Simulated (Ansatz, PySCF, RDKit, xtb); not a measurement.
# CH6InSi+: from the formula to a structure

Only the formula CH6InSi+ is given (charge +1). Aim: find the structure of lowest free energy at 200 K, then its properties.

Plan: many cheap relaxations first (GFN2-xTB), then density-functional screening, relaxation at B3LYP-D3(BJ)/def2-SVP, vibrations and a final energy. The numbers are computed, not measured.

9 further runs of the same task are left out: 9 set aside as unsound or not needed.

## Step 1: Possible bonding patterns

A program enumerates the bonding patterns with one Lewis structure each (two rings at most, one unusual centre or charged pair), with their diastereomers. O–O, O–halogen and N–halogen bonds and N–N–N chains are not drawn. That gives 9 candidates.

```
label              SMILES     spin
 c040       C[SiH2][InH+]  singlet
 c101   [SiH3][CH+][InH2]  singlet
 c214   [SiH3][CH2][InH+]  singlet
 c339   [CH2+][InH][SiH3]  singlet
 c397    [CH3][In+][SiH3]  singlet
 c410   [CH3][InH][SiH2+]  singlet
 c453       C[SiH+][InH2]  singlet
 c514  [CH2+][SiH2][InH2]  singlet
 c845  [SiH2+][CH2][InH2]  singlet
```

Candidates are built by distance geometry, with a force field where one applies, in up to four conformers (letters a to d). 6 starts with atoms placed at random are added, to find patterns that the rules miss.

**Question.** With final energies at CCSD(T)/def2-TZVP, which structure will this search put lowest in free energy, and by what margin?

| quantity | value |
| --- | --- |
| lowest structure found | [CH3][In+][SiH3], singlet, C3 |
| next finalist | C[SiH2][InH+], singlet, 2.3 kcal/mol higher in G |
| share at equilibrium, among the finalists | 99.7 % |
| harmonic wavenumbers, lowest and highest (B3LYP-D3(BJ)/def2-SVP) | 6 and 3164 cm⁻¹ |
| rotational constants, same geometry | 1.769, 0.05938 cm⁻¹ |
| HOMO energy (PBE0/def2-TZVPD) | -12.51 eV |
| LUMO energy (PBE0/def2-TZVPD) | -6.77 eV |
| HOMO–LUMO gap (PBE0/def2-TZVPD) | 5.74 eV |
| lowest excitation (TD-B3LYP/def2-SVPD) | 4.29 eV (f = 0.005) |
| lowest triplet excitation, same level, Tamm-Dancoff | 3.85 eV |
| vertical ionisation energy | 14.44 eV |
| vertical recombination energy (electron added) | 5.12 eV |
| vertical triplet less singlet | +3.97 eV |

The lowest structure found is `[CH3][In+][SiH3]`. The margin, 2.3 kcal/mol, is modest. GFN2-xTB, HF/STO-3G, r2SCAN-D4/def2-SVP and MP2/def2-TZVP already put its bonding pattern lowest among the structures in one piece; B3LYP-D3(BJ)/def2-SVP and HF/def2-TZVP favour the singlet C[SiH2][InH+]. Spin-orbit coupling, which matters for elements this heavy, is left out. The search is not exhaustive (a finite list of starts, one conformer a finalist), so a lower isomer can't be ruled out. Patterns outside the rules of the enumeration were met only by chance.
